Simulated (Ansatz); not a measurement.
# SnTe: band gap under strain

Aim: follow the gap of rocksalt SnTe through these states: -2.0 % equal strain in all directions; -1.0 % equal strain in all directions; +1.0 % equal strain in all directions. The table at the end shows which levels were run.

The runs shown are made with Ansatz 0.2.0. PAW datasets, plane waves. No spin polarisation and no zero-point or thermal motion.

**1. Starting point**

The unstrained cell was relaxed with r2SCAN; in each strained cell the atoms were relaxed again with r2SCAN. Names of k-points are those of the unstrained zone, where strain can split equivalent points. First state: -2.0 % equal strain in all directions.

Space group Fm-3m (No. 225), cubic; conventional cell a = 6.251 Å, 30.53 Å³ an atom. Around Sn lie 6 Te at 3.13 Å; around Te lie 6 Sn at 3.13 Å.

As a file:

```cif
data_structure
_symmetry_space_group_name_H-M 'Fm-3m'
_symmetry_Int_Tables_number 225
_cell_length_a 6.2511
_cell_length_b 6.2511
_cell_length_c 6.2511
_cell_angle_alpha 90.000
_cell_angle_beta 90.000
_cell_angle_gamma 90.000
_cell_volume 244.27
loop_
_atom_site_label
_atom_site_type_symbol
_atom_site_symmetry_multiplicity
_atom_site_Wyckoff_symbol
_atom_site_fract_x
_atom_site_fract_y
_atom_site_fract_z
_atom_site_occupancy
Sn1 Sn 4 a 0.00000 0.00000 0.00000 1
Te1 Te 4 b 0.50000 0.00000 0.00000 1
```

From earlier runs on the unstrained cell: PBE 0.01 eV, r2SCAN 0.15 eV, HSE06 0.25 eV, r2SCAN+SOC 0.08 eV; a = 6.379 Å.

**2. -2.0 % equal strain in all directions: PBE**

Input file input.yaml:

```yaml
crystal:
  lattice:
    - [0.0, 3.1255437385, 3.1255437385]
    - [3.1255437385, 0.0, 3.1255437385]
    - [3.1255437385, 3.1255437385, 0.0]
  atoms:
    - { symbol: Sn, position: [0.0, 0.0, 0.0] }
    - { symbol: Te, position: [0.5, 0.5, 0.5] }
kpoints:
  mp_grid: { grid: [8, 8, 8] }
  band_path:
    path:
      - [0.0, 0.0, 0.0]
      - [0.5, 0.0, 0.5]
      - [0.625, 0.25, 0.625]
      - [0.375, 0.375, 0.75]
      - [0.5, 0.5, 0.5]
      - [0.5, 0.25, 0.75]
      - [-0.015951, -0.015788, 0.492106]
      - [-0.018311, -0.009359, 0.490885]
    npoints: 1
hamiltonian:
  xc: pbe
scf:
  occupations: { method: fermi_dirac, width: 0.02 }
  n_extra_bands: 4
output:
  forces: true
  stress: true
  eigenvalues: true
  write_density: true
  write_potential: true
  elf: true
  volumetric_format: npy
```

Command:

```sh
$ ansatz run input.yaml --threads 2 --pin off --max-ram 20275MiB --backend cpu --events-out ev --progress --plain --runs-dir out
```

After this run come: -2.0 % equal strain in all directions: r2SCAN; -2.0 % equal strain in all directions: HSE06; -2.0 % equal strain in all directions: r2SCAN+SOC; -1.0 % equal strain in all directions: PBE; -1.0 % equal strain in all directions: r2SCAN; -1.0 % equal strain in all directions: HSE06; -1.0 % equal strain in all directions: r2SCAN+SOC; +1.0 % equal strain in all directions: PBE; +1.0 % equal strain in all directions: r2SCAN; +1.0 % equal strain in all directions: HSE06; +1.0 % equal strain in all directions: r2SCAN+SOC.

What does the calculation give?

As calculated:

Least gap in eV (negative: overlap), with the change from the unstrained cell in brackets:

```
                                state  volume change (%)           PBE        r2SCAN         HSE06
-2.0 % equal strain in all directions               -5.9  0.00 (-0.01)  0.02 (-0.13)  0.03 (-0.22)
-1.0 % equal strain in all directions               -3.0  0.00 (-0.01)  0.05 (-0.10)  0.15 (-0.10)
+1.0 % equal strain in all directions               +3.0  0.09 (+0.08)  0.23 (+0.08)  0.35 (+0.10)
```

The largest move of the HSE06 gap in the table is -0.229 eV, under -2.0 % equal strain in all directions. PBE and HSE06 differ by 0.24 eV on the unstrained gap, and by at most 0.22 eV on its change. Under -1.0 % equal strain in all directions PBE gives no gap, or under 0.02 eV, while HSE06 has one. Spin-orbit coupling is left out of the table, though the cell holds Te (Z = 52); in an element this heavy it can shift bands and gaps by tenths of an eV.
